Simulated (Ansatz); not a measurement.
# SiGeH₄ (triplet): from Hartree-Fock to the top rungs at distance Ge1–H5 along a hydrogen transfer = 1.597 Å, cc-pVDZ

An exercise on one series of results from a longer session: the logs are not shown, and one member is left open.

Program: Ansatz 0.2.0, Gaussian basis. Level of theory: cc-pVDZ, core rule «outside noble gas», up to 19 orbitals frozen. These are calculated values, not measurements.

To be run: UHF; CCSD(T) on ROHF; CCSD(T) on UHF; BCCD(T) on ROHF; CISD; CCSDT(Q) on ROHF; CCSDT(Q) on UHF; CASSCF and MRCISD+Q, 4 electrons in 4 orbitals; CASSCF and NEVPT2, 4 electrons in 4 orbitals.

9 further runs of the same task are left out: 7 that didn't finish, 2 set aside as unsound or not needed.

### The geometry

The geometry derives from fragments relaxed apart (PBE0/def2-TZVP) and kept rigid, so it is no stationary point. A hydrogen atom is moved between rigid fragments. No spin-orbit coupling is included. The filled d shell of Ge may be among the frozen orbitals whatever the setting's name suggests; the logs give the count.

6 atoms, charge 0, spin multiplicity 3.

Atoms are counted from 1 here; the program's logs count them from 0.

Bond lengths: Ge1–H2 1.534 Å, Ge1–H3 1.534 Å, Ge1–H4 1.534 Å, Ge1–H5 1.597 Å. Angles: H2–Ge1–H3 109.5°, H2–Ge1–H4 109.5°, H2–Ge1–H5 109.5°, H3–Ge1–H4 109.5°, H3–Ge1–H5 109.5°, H4–Ge1–H5 109.5°.

Set-up of the first run:

The input, in.yaml:

```yaml
crystal:
  periodic: [false, false, false]
  atoms:
    - {symbol: Ge, position_ang: [-0.915631, 0.000000, 0.000000]}
    - {symbol: H, position_ang: [-1.427081, 1.446599, 0.000000]}
    - {symbol: H, position_ang: [-1.427080, -0.723300, 1.252792]}
    - {symbol: H, position_ang: [-1.427081, -0.723299, -1.252792]}
    - {symbol: H, position_ang: [0.681369, 0.000000, 0.000000]}
    - {symbol: Si, position_ang: [2.497369, 0.000000, 0.000000]}
basis:
  gaussian: {orbitals: cc-pVDZ}
magnetization: {spin_polarized: true, initial_magnetization: 2}
hamiltonian: {xc: hf}
output: {orbitals: {seedname: orbitals}}
```

Command:

```
$ ansatz run in.yaml --threads 1 --pin off --events-out ev --progress --plain --max-ram 2393MiB
```

Steps of the session up to this table: UHF; CCSD(T) on ROHF; CCSD(T) on UHF; BCCD(T) on ROHF; CISD; CCSDT(Q) on ROHF; CCSDT(Q) on UHF; CASSCF and MRCISD+Q, 4 electrons in 4 orbitals; CASSCF and NEVPT2, 4 electrons in 4 orbitals.

One table of the session follows, with a row left open; its other results are not shown here.

It belongs to the step «Misses and costs». 

| method | from UCCSDT(Q) (kcal/mol) |
| --- | --- |
| ROHF | +140.40 |
| UHF | +137.43 |
| RMP2 | +33.10 |
| UMP2 | +33.32 |
| CISD | +15.88 |
| RCCSD | +3.87 |
| UCCSD | +3.81 |
| RCCSD(T) | +0.85 |
| UCCSD(T) | +0.84 |
| BCCD(T) | +0.83 |
| RCCSDT | ? |
| UCCSDT | +0.11 |
| RCCSDT(Q) | +0.01 |
| UCCSDT(Q) | 0 |
| CASSCF pair | +131.50 |
| NEVPT2 pair | +32.56 |
| MRCISD pair | +14.24 |
| MRCISD+Q pair | +0.29 |

Q: Estimate the row for RCCSDT from the others.

The run gave: from UCCSDT(Q) (kcal/mol): +0.12. In the column «from UCCSDT(Q) (kcal/mol)» it lies between UCCSDT (+0.11) and MRCISD+Q pair (+0.29).

Caveats from the session: Restricted and unrestricted rows rest on different reference determinants; where their highest levels disagree by more than a few hundredths of an eV, they describe different states and don't form one ladder.
